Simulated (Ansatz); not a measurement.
Geometry optimisation, DFT PBE, scalar-relativistic, plane waves, PAW in Ansatz 0.2.0.

input.yaml

```yaml
accuracy: low
crystal:
  lattice:
    - [6.5725, 0.0, 0.0]
    - [0.0, 6.5725, 0.0]
    - [0.0, 0.0, 5.9632]
  atoms:
    - { symbol: Hf, position: [0.0, 0.5, 0.25] }
    - { symbol: Hf, position: [0.0, 0.0, 0.0] }
    - { symbol: Si, position: [0.5, 0.0, 0.25] }
    - { symbol: Si, position: [0.0, 0.0, 0.5] }
    - { symbol: O, position: [0.5, 0.3155, 0.8198] }
    - { symbol: O, position: [0.6845, 0.0, 0.0698] }
    - { symbol: O, position: [0.0, 0.1845, 0.3198] }
    - { symbol: O, position: [0.3155, 0.0, 0.0698] }
    - { symbol: O, position: [0.5, 0.1845, 0.4302] }
    - { symbol: O, position: [0.1845, 0.0, 0.6802] }
    - { symbol: O, position: [0.5, 0.8155, 0.4302] }
    - { symbol: O, position: [0.3155, 0.5, 0.1802] }
    - { symbol: Hf, position: [0.5, 0.0, 0.75] }
    - { symbol: Hf, position: [0.5, 0.5, 0.5] }
    - { symbol: Si, position: [0.0, 0.5, 0.75] }
    - { symbol: Si, position: [0.5, 0.5, 0.0] }
    - { symbol: O, position: [0.0, 0.8155, 0.3198] }
    - { symbol: O, position: [0.1845, 0.5, 0.5698] }
    - { symbol: O, position: [0.5, 0.6845, 0.8198] }
    - { symbol: O, position: [0.8155, 0.5, 0.5698] }
    - { symbol: O, position: [0.0, 0.6845, 0.9302] }
    - { symbol: O, position: [0.6845, 0.5, 0.1802] }
    - { symbol: O, position: [0.0, 0.3155, 0.9302] }
    - { symbol: O, position: [0.8155, 0.0, 0.6802] }
    - { symbol: Ge, position: [0.7592881, 0.9087029, 0.3967098] }
basis:
  ecutwfc: 420.0
kpoints:
  mp_grid: { grid: [2, 2, 2] }
hamiltonian:
  xc: pbe
  pseudopotentials: { kind: paw, azcp: { folder: soft_1 } }
scf:
  occupations: { method: fermi_dirac, width: 0.02 }
  lower_state_search: "off"
relax:
  f_tol: 0.08
  max_steps: 25
  adjacent_minimum: "off"
```

Run as:

```bash
$ ansatz run input.yaml --threads 2 --pin off --max-ram 5120MiB --backend cpu --events-out ev --progress --plain --runs-dir out
```

Where does it end, and by what steps?

The run converged. The threshold is loose, so the end isn't yet a minimum. The force dipped under the threshold on the way, but the program's further checks kept it going. Limits of this set-up: coarse k mesh, a small cell, in which the defect meets its images, low accuracy level. After 16 steps the energy has fallen by 11.629 eV; Ge25 moved furthest, 0.82 Å. The start is strongly strained (largest force component 14 eV/Å), so its close contacts needn't be bonds. Parted: O6–Ge25 (2.10 → 2.91 Å).

```json
{"step": "0", "energy less start (eV)": "0.0000", "largest force component (eV/Å)": "14.130", "accepted": "yes"}
{"step": "1", "energy less start (eV)": "-5.9840", "largest force component (eV/Å)": "6.146", "accepted": "yes"}
{"step": "2", "energy less start (eV)": "-8.8391", "largest force component (eV/Å)": "4.605", "accepted": "yes"}
{"step": "3", "energy less start (eV)": "-10.1850", "largest force component (eV/Å)": "2.622", "accepted": "yes"}
{"step": "4", "energy less start (eV)": "-10.7288", "largest force component (eV/Å)": "1.641", "accepted": "yes"}
{"step": "5", "energy less start (eV)": "-11.0527", "largest force component (eV/Å)": "1.042", "accepted": "yes"}
{"step": "6", "energy less start (eV)": "-11.2910", "largest force component (eV/Å)": "0.952", "accepted": "yes"}
{"step": "7", "energy less start (eV)": "-11.4067", "largest force component (eV/Å)": "1.298", "accepted": "yes"}
{"step": "8", "energy less start (eV)": "-11.4285", "largest force component (eV/Å)": "0.744", "accepted": "yes"}
{"step": "9", "energy less start (eV)": "-11.5320", "largest force component (eV/Å)": "0.728", "accepted": "yes"}
{"step": "10", "energy less start (eV)": "-11.5722", "largest force component (eV/Å)": "0.370", "accepted": "yes"}
{"step": "11", "energy less start (eV)": "-11.6066", "largest force component (eV/Å)": "0.241", "accepted": "yes"}
{"step": "12", "energy less start (eV)": "-11.5983", "largest force component (eV/Å)": "0.306", "accepted": "no"}
{"step": "13", "energy less start (eV)": "-11.6229", "largest force component (eV/Å)": "0.122", "accepted": "yes"}
{"step": "14", "energy less start (eV)": "-11.6245", "largest force component (eV/Å)": "0.170", "accepted": "yes"}
{"step": "15", "energy less start (eV)": "-11.6291", "largest force component (eV/Å)": "0.070", "accepted": "yes"}
{"step": "16", "energy less start (eV)": "-11.6291", "largest force component (eV/Å)": "0.070", "accepted": "yes"}
```

```xyz
25
Lattice="6.5725 0.0000 0.0000 0.0000 6.5725 0.0000 0.0000 0.0000 5.9632" Properties=species:S:1:pos:R:3
Hf -0.012 3.285 1.529
Hf 0.124 0.050 0.042
Si 3.517 0.162 1.368
Si 0.230 0.091 2.966
O 2.935 2.164 4.857
O 4.595 0.511 0.086
O 0.173 1.273 1.900
O 2.227 0.034 0.377
O 3.221 1.244 2.567
O 1.223 0.127 4.202
O 2.911 5.395 2.705
O 2.047 3.385 1.137
Hf 3.299 0.118 4.458
Hf 3.175 3.279 3.066
Si -0.118 3.248 4.542
Si 3.220 3.310 0.016
O 0.434 5.475 1.858
O 1.055 3.424 3.425
O 3.383 4.572 4.962
O 5.231 2.757 3.615
O -0.173 4.537 5.579
O 4.469 3.028 1.005
O 0.181 2.105 5.652
O 5.396 -0.192 3.781
Ge 4.829 5.171 2.266
```

Whether the end is a true minimum wasn't checked by a vibrational analysis.

The run took 2.8 min on 2 threads of Arm Neoverse V1, with other jobs on the host, peak memory 0.82 GiB.
